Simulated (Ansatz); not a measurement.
# GaP (F-43m): equation of state with a fit

Aim: an equation of state with a fit, for GaP (F-43m), run from a script.

All numbers are computed with Ansatz 0.2.0, driven from Python. Level of theory: DFT r2SCAN, plane waves, PAW.

**1. The structure**

Symmetry: F-43m, No. 216, cubic system. The conventional cell has a = 5.451 Å, b = 5.451 Å, c = 5.451 Å, α = 90.00°, β = 90.00°, γ = 90.00°. Ga (site symmetry -43m) has 4 P at 2.36 Å as nearest neighbours. P (site symmetry -43m) has 4 Ga at 2.36 Å as nearest neighbours.

The script holds or builds the structure itself.

**2. The script**

File eos.py:

```python
import ansatz as az
from ase.eos import EquationOfState
from ase.units import GPa
import numpy as np

vectors0 = np.array([
    [0.0, 2.72525, 2.72525],
    [2.72525, 0.0, 2.72525],
    [2.72525, 2.72525, 0.0],
])
sites = [
    ("Ga", (0.0, 0.0, 0.0)),
    ("P", (0.25, 0.25, 0.25)),
]


def on_lattice(cell):
    crystal = az.Crystal(lattice=az.Lattice.of(cell))
    for symbol, position in sites:
        crystal = crystal.atom(symbol, position)
    return crystal


def main() -> None:
    volumes, energies = [], []
    for scale in np.linspace(0.92, 1.08, 7):
        cell = vectors0 * scale ** (1 / 3)
        base = (
            on_lattice(cell).calculation()
            .functional("r2scan")
            .basis(48 * az.Ry)
            .occupations("fixed")
            .kpoints(6, 6, 6)
        )
        r = base.run(threads=1, pin="off").report
        volumes.append(abs(np.linalg.det(cell)) / len(sites))
        energies.append(r["free_energy_ev"] / len(sites))
        print(f"V = {volumes[-1]:8.4f} A^3/atom  F = {energies[-1]:.5f} eV/atom")

    eos = EquationOfState(volumes, energies, eos="sj")
    v0, e0, bulk = eos.fit()
    print(f"V0 = {v0:.4f} A^3/atom, E0 = {e0:.5f} eV/atom, B = {bulk / GPa:.1f} GPa")
    eos.plot("eos.png")


if __name__ == "__main__":
    main()
```

**3. What the engine is handed**

The engine receives this input (first run):

```yaml
crystal:
  lattice:
    - [0.0, 2.6505476986529373, 2.6505476986529373]
    - [2.6505476986529373, 0.0, 2.6505476986529373]
    - [2.6505476986529373, 2.6505476986529373, 0.0]
  atoms:
    - { symbol: Ga, position: [0.0, 0.0, 0.0] }
    - { symbol: P, position: [0.25, 0.25, 0.25] }
basis:
  ecutwfc: 653.073269903712
kpoints:
  mp_grid:
    grid: [6, 6, 6]
hamiltonian:
  xc: r2scan
scf:
  occupations:
    method: fixed
```

**4. Running it**

On the command line:

```bash
python eos.py
```

The program printed:

```text
V =  18.6212 A^3/atom  F = -2275.19414 eV/atom
V =  19.1609 A^3/atom  F = -2275.21828 eV/atom
V =  19.7007 A^3/atom  F = -2275.23184 eV/atom
V =  20.2404 A^3/atom  F = -2275.23623 eV/atom
V =  20.7801 A^3/atom  F = -2275.23268 eV/atom
V =  21.3199 A^3/atom  F = -2275.22225 eV/atom
V =  21.8596 A^3/atom  F = -2275.20587 eV/atom
V0 = 20.2561 A^3/atom, E0 = -2275.23623 eV/atom, B = 87.9 GPa
```

Wall time 25 s (1 thread of Arm Neoverse V1, shared host); peak memory 0.51 GiB.

**5. What changed from run to run**

The engine's inputs for some of the other runs:

Run 2, against run 1:

```diff
@@ -3,3 +3,3 @@
-    - [0.0, 2.6505476986529373, 2.6505476986529373]
-    - [2.6505476986529373, 0.0, 2.6505476986529373]
-    - [2.6505476986529373, 2.6505476986529373, 0.0]
+    - [0.0, 2.67591333270863, 2.67591333270863]
+    - [2.67591333270863, 0.0, 2.67591333270863]
+    - [2.67591333270863, 2.67591333270863, 0.0]
```

Run 3, against run 1:

```diff
@@ -3,3 +3,3 @@
-    - [0.0, 2.6505476986529373, 2.6505476986529373]
-    - [2.6505476986529373, 0.0, 2.6505476986529373]
-    - [2.6505476986529373, 2.6505476986529373, 0.0]
+    - [0.0, 2.7008069792656464, 2.7008069792656464]
+    - [2.7008069792656464, 0.0, 2.7008069792656464]
+    - [2.7008069792656464, 2.7008069792656464, 0.0]
```

Run 7, against run 1:

```diff
@@ -3,3 +3,3 @@
-    - [0.0, 2.6505476986529373, 2.6505476986529373]
-    - [2.6505476986529373, 0.0, 2.6505476986529373]
-    - [2.6505476986529373, 2.6505476986529373, 0.0]
+    - [0.0, 2.796067169208401, 2.796067169208401]
+    - [2.796067169208401, 0.0, 2.796067169208401]
+    - [2.796067169208401, 2.796067169208401, 0.0]
```

Lines on the test bed's own set-up are left out of the output.

**6. The runs side by side**

From the records of these 7 runs:

```tsv
run	volume (Å³/atom)	energy from run 4 (meV/atom)	gap on the mesh (eV)	SCF cycles	CPU time (s)
1	18.621	42.09	1.72	7	3
2	19.161	17.95	1.79	7	2.9
3	19.701	4.39	1.85	7	3
4	20.240	0.00	1.90	6	3.4
5	20.780	3.55	1.95	6	3.3
6	21.320	13.99	1.87	6	3.3
7	21.860	30.37	1.70	6	3.4
```

**7. Summary of results**

| quantity | value |
| --- | --- |
| runs compared | 7 |
| range of energy | 42.09 meV/atom |
| lowest point, volume (Å³/atom) | 20.240 |
| equilibrium volume (fit) | 20.26 Å³/atom |
| bulk modulus (fit) | 88 GPa |

In words: A third-order Birch-Murnaghan fit through the 7 points (the script's own form differs a little) has its minimum at 20.26 Å³ an atom, 0.1 % above the typed cell, with a bulk modulus of 88 GPa and dB/dP = 4.4. From that minimum the energy rises by 42.1 meV an atom on the compressed side and 30.4 meV on the expanded side.
